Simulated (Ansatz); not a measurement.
Geometry optimisation, DFT PBE, scalar-relativistic, plane waves, PAW (Ansatz 0.2.0).

input.yaml

```yaml
crystal:
  lattice:
    - [0.0, 5.43, 5.43]
    - [5.43, 0.0, 5.43]
    - [5.43, 5.43, 0.0]
  atoms:
    - { symbol: Si, position: [0.0, 0.0, 0.0] }
    - { symbol: Si, position: [0.125, 0.125, 0.125] }
    - { symbol: Si, position: [0.0, 0.0, 0.5] }
    - { symbol: Si, position: [0.125, 0.125, 0.625] }
    - { symbol: Si, position: [0.0, 0.5, 0.0] }
    - { symbol: Si, position: [0.125, 0.625, 0.125] }
    - { symbol: Si, position: [0.0, 0.5, 0.5] }
    - { symbol: Si, position: [0.125, 0.625, 0.625] }
    - { symbol: Si, position: [0.5, 0.0, 0.0] }
    - { symbol: Si, position: [0.625, 0.125, 0.125] }
    - { symbol: Si, position: [0.5, 0.0, 0.5] }
    - { symbol: Si, position: [0.625, 0.125, 0.625] }
    - { symbol: Si, position: [0.5, 0.5, 0.0] }
    - { symbol: Si, position: [0.625, 0.625, 0.125] }
    - { symbol: Si, position: [0.5, 0.5, 0.5] }
    - { symbol: Si, position: [0.625, 0.625, 0.625] }
    - { symbol: Cu, position: [0.23792763, 0.2515777, 1.26271523], spin: 1.0 }
magnetization:
  spin_polarized: true
basis:
  ecutwfc: 420.0
kpoints:
  mp_grid: { grid: [2, 2, 2] }
hamiltonian:
  xc: pbe
  pseudopotentials: { kind: paw, azcp: { folder: soft_1 } }
scf:
  occupations: { method: fermi_dirac, width: 0.05 }
  lower_state_search: "off"
relax:
  f_tol: 0.03
  max_steps: 60
  adjacent_minimum: "off"
```

Command:

```bash
$ ansatz run input.yaml --threads 2 --pin off --max-ram 5120MiB --backend cpu --events-out ev --progress --plain --runs-dir out
```

Problem. Where does it end, and by what steps?

Solution. The run converged. The force dipped under the threshold on the way, but the program's further checks kept it going. Limits of this set-up: coarse k mesh, a small cell, in which the defect meets its images. After 6 steps the energy has fallen by 0.083 eV; Si4 moved furthest, 0.06 Å.

| step | energy less start (eV) | largest force component (eV/Å) | accepted |
| --- | --- | --- | --- |
| 0 | 0.0000 | 0.716 | yes |
| 1 | -0.0674 | 0.297 | yes |
| 2 | -0.0812 | 0.070 | yes |
| 3 | -0.0828 | 0.007 | yes |
| 4 | -0.0829 | 0.003 | yes |
| 5 | -0.0829 | 0.004 | yes |
| 6 | -0.0829 | 0.008 | yes |

```xyz
17
Lattice="0.0000 5.4300 5.4300 5.4300 0.0000 5.4300 5.4300 5.4300 0.0000" Properties=species:S:1:pos:R:3
Si 0.031 -0.023 -0.028
Si 1.327 1.331 1.328
Si 2.708 2.727 -0.009
Si 4.104 4.111 1.326
Si 2.708 -0.006 2.724
Si 4.103 1.329 4.106
Si 5.439 2.726 2.723
Si 6.770 4.093 4.090
Si -0.014 2.710 2.707
Si 1.367 4.068 4.064
Si 2.725 5.450 2.706
Si 4.070 6.794 4.081
Si 2.724 2.709 5.446
Si 4.070 4.083 6.791
Si 5.418 5.445 5.442
Si 6.779 6.794 6.790
Cu 8.193 8.106 2.671
```

Whether the end is a true minimum wasn't checked by a vibrational analysis.

Time of the run: 98 s on 2 threads of Arm Neoverse N1, on a shared host, peak memory 0.74 GiB.
